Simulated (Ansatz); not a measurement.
# GaAs (F-43m): Si in place of Ga, part 2 of 2

What happens around Si in place of Ga in GaAs (F-43m)? The defect sits in a supercell of 32 host atoms, whose cell is held.

Ansatz 0.2.0; DFT PBE, scalar-relativistic, plane waves, PAW. Earlier steps stand in the parts before.

**4. The log goes on: Si_Ga, charge +0, atoms relaxed at the host's cell**

The log, continued:

```text
  k-point 1: bands = ["-27.8238", "-27.8227", "-27.8227", "-27.8227", "-27.8064", "-27.8064", "-27.8063", "-27.8063", "-27.8063", "-27.8056", "-27.8056", "-27.8056", "-27.7726", "-27.7726", "-27.7726", "-27.7725", "-27.7725", "-27.7724", "-27.7724", "-27.7724", "-27.5644", "-27.5643", "-27.5640", "-27.5640", "-27.5639", "-27.5639", "-27.5639", "-27.5638", "-27.5637", "-27.5636", "-27.5636", "-27.5636", "-27.5622", "-27.5619", "-27.5619", "-27.5618", "-27.5618", "-27.5617", "-27.5617", "-27.5617", "-27.5616", "-27.5616", "-27.5616", "-27.5614", "-27.5614", "-27.5614", "-27.5614", "-27.5613", "-27.5613", "-27.5613", "-27.5612", "-27.5611", "-27.5611", "-27.5611", "-27.5610", "-27.5609", "-27.5548", "-27.5548", "-27.5548", "-27.5547", "-27.5547", "-27.5547", "-27.5546", "-27.5545", "-27.5544", "-27.5543", "-27.5542", "-27.5542", "-27.5538", "-27.5538", "-27.5538", "-27.5537", "-27.5536", "-27.5536", "-27.5536", "-27.5535", "-27.5535", "-27.5534", "-27.5534", "-27.5534", "-7.2683", "-7.2677", "-7.2651", "-7.2607", "-7.2605", "-7.2589", "-7.2542", "-7.2523", "-7.2489", "-7.2453", "-7.2416", "-7.2391", "-7.2280", "-7.2241", "-7.2160", "-7.1929", "-7.1797", "-7.1795", "-7.1767", "-7.1763", "-7.1749", "-7.1743", "-7.1734", "-7.1733", "-7.1722", "-7.1709", "-7.1707", "-7.1700", "-7.1686", "-7.1663", "-7.1656", "-7.1645", "-7.1624", "-7.1578", "-7.1561", "-7.1547", "-7.1436", "-7.1379", "-7.1362", "-7.1354", "-7.1350", "-7.1338", "-7.1309", "-7.1305", "-7.1302", "-7.1285", "-7.1281", "-7.1277", "-7.1273", "-7.1272", "-7.1269", "-7.1255", "-7.1242", "-7.1242", "-7.1233", "-7.1222", "-7.1211", "-7.1206", "-7.1193", "-7.1152", "-7.0962", "-7.0951", "-7.0950", "-7.0948", "-7.0939", "-7.0937", "-7.0917", "-7.0909", "-7.0906", "-7.0426", "-7.0425", "-7.0424", "-7.0407", "-7.0407", "-7.0405", "-4.8082", "-4.2468", "-3.8580", "-3.7312", "-3.7080", "-3.6469", "-3.3204", "-3.2916", "-3.1414", "-3.1281", "-3.0530", "-3.0117", "-2.8976", "-2.8719", "-2.8027", "-2.6352", "0.3673", "1.0600", "1.2492", "1.2752", "1.2817", "1.3481", "1.3753", "1.3862", "1.7351", "1.8146", "2.1444", "2.1752", "2.2032", "2.2733", "3.3393", "3.6771", "4.0312", "4.0650", "4.2247", "4.3469", "4.3528", "4.4154", "4.4514", "4.7163", "4.7644", "4.8098", "4.9753", "5.0864", "5.1530", "5.2852", "5.3200", "5.3284", "5.3589", "5.4662", "5.5321", "5.5682", "5.6074", "5.6981", "5.7952", "5.8044", "5.8379", "6.2364", "6.2859", "6.3280", "6.3758", "6.8074", "6.9199", "7.3187", "8.9589", "9.1770", "9.3339", "9.3889", "9.5138", "9.6290", "9.6565", "9.7450", "9.8012", "9.8046", "9.8839", "9.8994", "10.1082", "10.1570", "10.2065", "10.2529", "10.5216", "10.7256", "10.7588", "11.0112", "11.0385", "11.1857", "11.2616", "11.3743", "11.5706", "11.6301", "11.6477", "11.7770", "11.8116", "11.8543", "11.8690", "11.8974", "11.9635", "12.0202", "12.4368", "12.5510", "12.6027", "12.8340", "12.8508", "12.8837", "12.9314", "13.0901", "13.3086", "13.4256", "13.4689"]
  k-point 2: bands = ["-27.8238", "-27.8227", "-27.8227", "-27.8227", "-27.8064", "-27.8064", "-27.8063", "-27.8063", "-27.8063", "-27.8056", "-27.8056", "-27.8056", "-27.7726", "-27.7726", "-27.7726", "-27.7725", "-27.7725", "-27.7724", "-27.7724", "-27.7724", "-27.5644", "-27.5642", "-27.5642", "-27.5640", "-27.5638", "-27.5638", "-27.5638", "-27.5637", "-27.5637", "-27.5636", "-27.5636", "-27.5636", "-27.5620", "-27.5620", "-27.5619", "-27.5618", "-27.5618", "-27.5618", "-27.5617", "-27.5617", "-27.5616", "-27.5616", "-27.5616", "-27.5614", "-27.5614", "-27.5614", "-27.5614", "-27.5612", "-27.5612", "-27.5612", "-27.5612", "-27.5612", "-27.5612", "-27.5610", "-27.5610", "-27.5609", "-27.5548", "-27.5548", "-27.5547", "-27.5547", "-27.5547", "-27.5547", "-27.5545", "-27.5545", "-27.5544", "-27.5543", "-27.5543", "-27.5541", "-27.5539", "-27.5538", "-27.5538", "-27.5538", "-27.5536", "-27.5536", "-27.5535", "-27.5535", "-27.5535", "-27.5535", "-27.5534", "-27.5534", "-7.2645", "-7.2638", "-7.2638", "-7.2613", "-7.2602", "-7.2577", "-7.2577", "-7.2543", "-7.2543", "-7.2466", "-7.2437", "-7.2437", "-7.2264", "-7.2121", "-7.2089", "-7.2089", "-7.1775", "-7.1775", "-7.1771", "-7.1761", "-7.1758", "-7.1758", "-7.1751", "-7.1751", "-7.1698", "-7.1698", "-7.1696", "-7.1659", "-7.1659", "-7.1647", "-7.1645", "-7.1643", "-7.1643", "-7.1589", "-7.1589", "-7.1585", "-7.1399", "-7.1394", "-7.1394", "-7.1362", "-7.1323", "-7.1321", "-7.1321", "-7.1302", "-7.1302", "-7.1295", "-7.1295", "-7.1281", "-7.1268", "-7.1268", "-7.1263", "-7.1252", "-7.1252", "-7.1245", "-7.1235", "-7.1235", "-7.1196", "-7.1181", "-7.1181", "-7.1175", "-7.0954", "-7.0946", "-7.0946", "-7.0936", "-7.0936", "-7.0932", "-7.0929", "-7.0917", "-7.0917", "-7.0427", "-7.0425", "-7.0425", "-7.0408", "-7.0405", "-7.0405", "-4.5965", "-4.3159", "-4.3159", "-3.8971", "-3.5355", "-3.3632", "-3.3632", "-3.2142", "-3.2142", "-3.2136", "-2.9397", "-2.8834", "-2.8834", "-2.7782", "-2.7730", "-2.7730", "0.3445", "1.1896", "1.1896", "1.2514", "1.2726", "1.2726", "1.3104", "1.3225", "1.3225", "1.7903", "1.9817", "1.9817", "2.2296", "3.6728", "3.6840", "3.6840", "3.9559", "3.9559", "3.9903", "4.1193", "4.1193", "4.1693", "4.6136", "4.8488", "4.8488", "4.9517", "4.9711", "4.9711", "5.1469", "5.1498", "5.1498", "5.2873", "5.2937", "5.2937", "5.4737", "5.4737", "5.5791", "5.8888", "5.8888", "5.9539", "6.4351", "6.4351", "6.4726", "6.6156", "6.6176", "6.6176", "6.6458", "6.6458", "8.4496", "9.1903", "9.3036", "9.3036", "9.4935", "9.5575", "9.5575", "9.6388", "9.6981", "9.6981", "9.8128", "9.8128", "9.8369", "10.0184", "10.0184", "10.0563", "10.8298", "10.9554", "10.9554", "11.0549", "11.2876", "11.2876", "11.6987", "11.7497", "11.7497", "11.8987", "11.8987", "11.9076", "11.9818", "12.0063", "12.0063", "12.1161", "12.1161", "12.3354", "12.3354", "12.5102", "12.7598", "12.7598", "12.7850", "13.0860", "13.0860", "13.1965", "13.2987", "13.2987", "13.3675"]
  k-point 3: bands = ["-27.8238", "-27.8227", "-27.8227", "-27.8227", "-27.8064", "-27.8064", "-27.8063", "-27.8063", "-27.8063", "-27.8056", "-27.8056", "-27.8056", "-27.7726", "-27.7726", "-27.7726", "-27.7725", "-27.7725", "-27.7724", "-27.7724", "-27.7724", "-27.5645", "-27.5640", "-27.5640", "-27.5640", "-27.5639", "-27.5638", "-27.5638", "-27.5638", "-27.5637", "-27.5637", "-27.5636", "-27.5636", "-27.5621", "-27.5620", "-27.5618", "-27.5617", "-27.5617", "-27.5617", "-27.5617", "-27.5616", "-27.5616", "-27.5616", "-27.5616", "-27.5614", "-27.5614", "-27.5614", "-27.5614", "-27.5614", "-27.5614", "-27.5613", "-27.5613", "-27.5612", "-27.5612", "-27.5609", "-27.5609", "-27.5609", "-27.5548", "-27.5548", "-27.5547", "-27.5547", "-27.5547", "-27.5546", "-27.5546", "-27.5546", "-27.5543", "-27.5543", "-27.5542", "-27.5542", "-27.5539", "-27.5538", "-27.5538", "-27.5537", "-27.5536", "-27.5535", "-27.5535", "-27.5535", "-27.5535", "-27.5534", "-27.5534", "-27.5534", "-7.2657", "-7.2657", "-7.2630", "-7.2615", "-7.2597", "-7.2584", "-7.2584", "-7.2552", "-7.2460", "-7.2448", "-7.2404", "-7.2404", "-7.2372", "-7.2154", "-7.2154", "-7.2026", "-7.1776", "-7.1776", "-7.1760", "-7.1750", "-7.1750", "-7.1750", "-7.1723", "-7.1723", "-7.1721", "-7.1714", "-7.1714", "-7.1695", "-7.1693", "-7.1693", "-7.1685", "-7.1623", "-7.1623", "-7.1565", "-7.1565", "-7.1532", "-7.1416", "-7.1384", "-7.1384", "-7.1350", "-7.1339", "-7.1330", "-7.1330", "-7.1320", "-7.1320", "-7.1306", "-7.1293", "-7.1292", "-7.1272", "-7.1263", "-7.1249", "-7.1233", "-7.1233", "-7.1225", "-7.1225", "-7.1221", "-7.1211", "-7.1193", "-7.1193", "-7.1171", "-7.0963", "-7.0950", "-7.0950", "-7.0944", "-7.0938", "-7.0938", "-7.0912", "-7.0912", "-7.0896", "-7.0430", "-7.0425", "-7.0425", "-7.0410", "-7.0402", "-7.0402", "-4.6399", "-4.1969", "-3.9910", "-3.9910", "-3.9173", "-3.5152", "-3.3926", "-3.3642", "-3.3642", "-3.3301", "-2.8091", "-2.7626", "-2.7626", "-2.6604", "-2.5876", "-2.5876", "0.2218", "1.0329", "1.1209", "1.1715", "1.1715", "1.2380", "1.2495", "1.2668", "1.2668", "1.2788", "2.1675", "2.9872", "3.0739", "3.0739", "3.1855", "3.7907", "3.7907", "3.7912", "3.9494", "4.1809", "4.3359", "4.4108", "4.4108", "4.6506", "4.8115", "4.8504", "4.8504", "4.9584", "5.2801", "5.2801", "5.3864", "5.5256", "5.5256", "5.5798", "5.6791", "5.7509", "5.7509", "5.7758", "5.9972", "6.0354", "6.0354", "6.1164", "6.3002", "6.3002", "6.3835", "6.4063", "6.5255", "6.5255", "8.7353", "8.8330", "8.9251", "8.9251", "9.0695", "9.7707", "9.8733", "9.8733", "9.8790", "9.9620", "10.0497", "10.3159", "10.4679", "10.4679", "10.6181", "10.6997", "10.7414", "10.7414", "10.7799", "10.7834", "11.0695", "11.1065", "11.1065", "11.1124", "11.6989", "11.8689", "11.8689", "11.8920", "12.1328", "12.1328", "12.1829", "12.2771", "12.2982", "12.4243", "12.4243", "12.5060", "12.5264", "12.5505", "12.5505", "12.6999", "12.6999", "12.7409", "12.9847", "13.0719", "13.0719"]
--- Relaxed structure (3 steps of the walk, 3 accepted, 0 SCFs on fresh bases) ---
  F+E_penalty+E_count = -135089.20431738 eV   max|allowed force component| = 2.361e-2 eV/Å
  atoms:
    - { symbol: Si, position: [0.25, 0.5, 0.25] }
    - { symbol: Ga, position: [0.49687017417199597, 0.5, -0.0021837687453464512] }
    - { symbol: Ga, position: [0.25, 0.746870174171996, -0.002183768745346426] }
    - { symbol: Ga, position: [0.75, 0.5, 0.75] }
    - { symbol: Ga, position: [0.5021837687453464, 0.7521837687453464, 0.7490539429173424] }
    - { symbol: Ga, position: [0.25, 0.0, 0.75] }
    - { symbol: Ga, position: [-0.002183768745346452, 0.5, 0.49687017417199597] }
    - { symbol: Ga, position: [0.7490539429173424, 0.7521837687453464, 0.5021837687453464] }
    - { symbol: Ga, position: [0.5021837687453464, -0.0009460570826575747, 0.5021837687453464] }
    - { symbol: Ga, position: [0.24999999999999994, 0.24781623125465352, 0.4968701741719959] }
    - { symbol: Ga, position: [-0.002183768745346426, 0.746870174171996, 0.25] }
    - { symbol: Ga, position: [0.75, 0.0, 0.25] }
    - { symbol: Ga, position: [0.4968701741719959, 0.24781623125465352, 0.24999999999999994] }
    - { symbol: Ga, position: [0.0031298258280040257, 0.0009460570826575747, 0.0031298258280040257] }
    - { symbol: Ga, position: [0.7509460570826576, 0.25312982582800403, 0.003129825828004057] }
    - { symbol: Ga, position: [0.003129825828004057, 0.25312982582800403, 0.7509460570826576] }
    - { symbol: As, position: [0.005555860840615115, 0.2555558608406151, 0.005555860840615115] }
    - { symbol: As, position: [0.24999999999999992, 0.25030557400621156, 0.7482765291289288] }
    - { symbol: As, position: [0.00030557400621154807, 0.4999999999999999, 0.7482765291289288] }
    - { symbol: As, position: [0.49969442599378844, 0.24797095512271733, 0.49969442599378844] }
    - { symbol: As, position: [0.25, 0.5, 0.4944441391593849] }
    - { symbol: As, position: [-0.002029044877282671, 0.7496944259937884, 0.49969442599378844] }
    - { symbol: As, position: [0.7482765291289288, 0.25030557400621156, 0.24999999999999992] }
    - { symbol: As, position: [0.4944441391593849, 0.5, 0.25] }
    - { symbol: As, position: [0.25, 0.7444441391593849, 0.25] }
    - { symbol: As, position: [0.00030557400621156194, -0.0017234708710711089, 0.25] }
    - { symbol: As, position: [0.7482765291289288, 0.4999999999999999, 0.00030557400621154807] }
    - { symbol: As, position: [0.49969442599378844, 0.7496944259937884, -0.002029044877282671] }
    - { symbol: As, position: [0.25, -0.0017234708710711089, 0.00030557400621156194] }
    - { symbol: As, position: [0.7517234708710712, 0.7520290448772827, 0.7517234708710712] }
    - { symbol: As, position: [0.5020290448772827, 0.0017234708710711089, 0.7517234708710712] }
    - { symbol: As, position: [0.7517234708710712, 0.0017234708710711089, 0.5020290448772827] }
```

Wall time 60 s (8 threads of Arm Neoverse V1, shared host); peak memory 3.6 GiB.

The steps of the relaxation:

```csv
step,energy from step 1 (eV/cell),largest force component (eV/Å)
1,0.0000,0.2324
2,-0.0631,0.0696
3,-0.0686,0.0236
```

Step 1 is the start.

The largest move, 0.06 Å, is shared by several atoms, As24 among them.

It ends with free energy -135089.204 eV, no gap on the mesh.

Density in a lattice plane of the grid's cell (edges 9.95 and 9.95 Å, at 0.500 of the third edge), which holds Si and Ga and As.

Values in e/Å³, 12 rows by 12 columns:
```
 0.06  0.09  0.05  0.02  0.08  0.41  0.59  0.20  0.55  0.95  0.23  0.05
 0.86  0.52  0.09  0.03  0.05  0.08  0.04  0.05  0.20  0.74  0.38  0.23
31.49  0.87  0.07  0.02  0.03  0.03  0.04  0.06  0.65 42.06  0.74  0.95
 1.17  0.24  0.04  0.05  0.08  0.04  0.02  0.07  0.37  0.65  0.20  0.55
 0.63  0.34  0.20  0.64  0.48  0.09  0.03  0.04  0.07  0.06  0.05  0.20
51.72  0.63  0.99 30.87  1.03  0.07  0.03  0.03  0.02  0.04  0.04  0.59
 0.62  0.21  0.59  1.23  0.26  0.05  0.07  0.09  0.04  0.03  0.08  0.41
 0.04  0.05  0.23  0.50  0.31  0.26  1.03  0.48  0.08  0.03  0.05  0.08
 0.02  0.05  0.28  0.06  0.50  1.23 30.87  0.64  0.05  0.02  0.03  0.02
 0.03  0.08  0.30  0.28  0.23  0.59  0.99  0.20  0.04  0.07  0.09  0.05
 0.03  0.05  0.08  0.05  0.05  0.21  0.63  0.34  0.24  0.87  0.52  0.09
 0.03  0.03  0.03  0.02  0.04  0.62 51.72  0.63  1.17 31.49  0.86  0.06
```
Columns run along the first of these edges and rows up along the second, over one cell in 12 and 12 even steps from the bottom left corner. Atoms in the plane (fractional): Si at (0.25, 0.25), Ga at (0.50, 1.00), Ga at (0.75, 0.75), Ga at (1.00, 0.50), As at (0.00, 0.75), As at (0.25, 0.49), As at (0.49, 0.25), As at (0.75, 0.00).

ELF in the same plane.

Ten even steps from '0' (0.01) to '9' (0.89):
```
000000001220024874466400
344310001322224677885211
667630001222111466433356
446630000000000232112586
326520000000001220203773
366400000000001221124874
886211233310001322234677
433345667630000122111466
112576457630000000000232
403783226520000000001220
024874356400000000001220
225667886211455310001322
112469996556677520001222
000367647976357520000000
001453559972236410000000
001564379864476300000000
001466555678875212344310
000233211466432356667620
000000000232012686346620
000000001220403872336510
```
Columns run along the first of these edges and rows up along the second, over one cell in 24 and 20 even steps from the bottom left corner. Atoms in the plane (fractional): Si at (0.25, 0.25), Ga at (0.50, 1.00), Ga at (0.75, 0.75), Ga at (1.00, 0.50), As at (0.00, 0.75), As at (0.25, 0.49), As at (0.49, 0.25), As at (0.75, 0.00).

Both are smooth fields of the valence electrons: close to the nuclei they are not physical.

The highest ELF values outside the cores: 0.90 on the Si–As line, 0.9 Å from Si; 0.79 on the As–Ga line, 1.1 Å from As.

**5. The neighbours**

| state | neighbours of the first change (round the atom where it ends) | largest move from the ideal sites (Å) | cell moment (μB) | gap on the mesh (eV) |
| --- | --- | --- | --- | --- |
| ideal sites | 4 As at 2.49 Å |  | 0.00 |  |
| charge 0 | 4 As at 2.43 Å | 0.06 | 0.00 | none |

**6. Outcome**

The summary covers parts 1 to 2.

| quantity | value |
| --- | --- |
| formation energy, neutral | 1.33 eV |
| largest move, neutral | 0.06 Å |

**Reading.** With atoms taken from and given to the elements' standard states, the neutral defect costs 1.33 eV; that is one limit of the chemical potentials, and it holds no correction for gases. In the neutral cell the 4 nearest neighbours move in by 0.06 Å on average. A cell of 32 atoms is small: the defect feels its images, and no test of size was made.
